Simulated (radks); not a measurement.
# Tc in [Kr] 4d5 5s2: an all-electron calculation

The task here is to estimate one member of a computed series from the others.

Program: radks (a radial shooting solver on a logarithmic mesh, Libxc functionals) version 1. Level of theory: Dirac Kohn-Sham, BLYP, spin-unpolarised, spherical densities, point nucleus; open shells fill j = l - 1/2 first. These are calculated values, not measurements, unless marked.

## The atom as given

```
element       : technetium (Z = 43)
charge        : 0
electrons     : 43
configuration : [Kr] 4d5 5s2
```

The first run:

Settings of this run:

```text
Z 43
configuration [Kr] 4d5 5s2
relativity Dirac
functional b88,lyp
spin unpolarised
j_filling energy
nucleus point
c 137.035999084
```

Command:

```console
> python run_ks.py task.json out
```

This one command runs every case of the session in turn.

Among the steps run: Self-consistent calculation.

One of the session's tables, all rows but one given; the rest of the session is left out.

It belongs to the step «Orbitals and density». From the orbitals of this run (lengths in bohr):

```
level     <r>  outermost maximum (interpolated)  90 % within  nodes
1s1/2       ?                                 ?            ?      ?
2s1/2  0.1493                             0.126        0.231      1
2p1/2  0.1271                            0.0981        0.208      0
2p3/2  0.1318                             0.102        0.214      0
3s1/2  0.4153                             0.372        0.614      2
3p1/2  0.4092                             0.359        0.619      1
3p3/2  0.4198                             0.369        0.634      1
3d3/2  0.3971                             0.310        0.634      0
3d5/2  0.4006                             0.312        0.639      0
4s1/2   1.057                             0.949         1.54      3
4p1/2   1.152                              1.01         1.71      2
4p3/2   1.182                              1.03         1.75      2
4d3/2   1.718                              1.27         2.79      1
4d5/2   1.742                              1.28         2.83      1
5s1/2   3.312                              2.73         4.98      4
```

**Question.** Estimate the row for 1s1/2.

The run gave: <r>: 0.03428; outermost maximum (interpolated): 0.0223; 90 % within: 0.0614; nodes: 0. In the column «<r>» it is the lowest.

To keep in mind: Spin polarisation and multiplet splitting are left out.
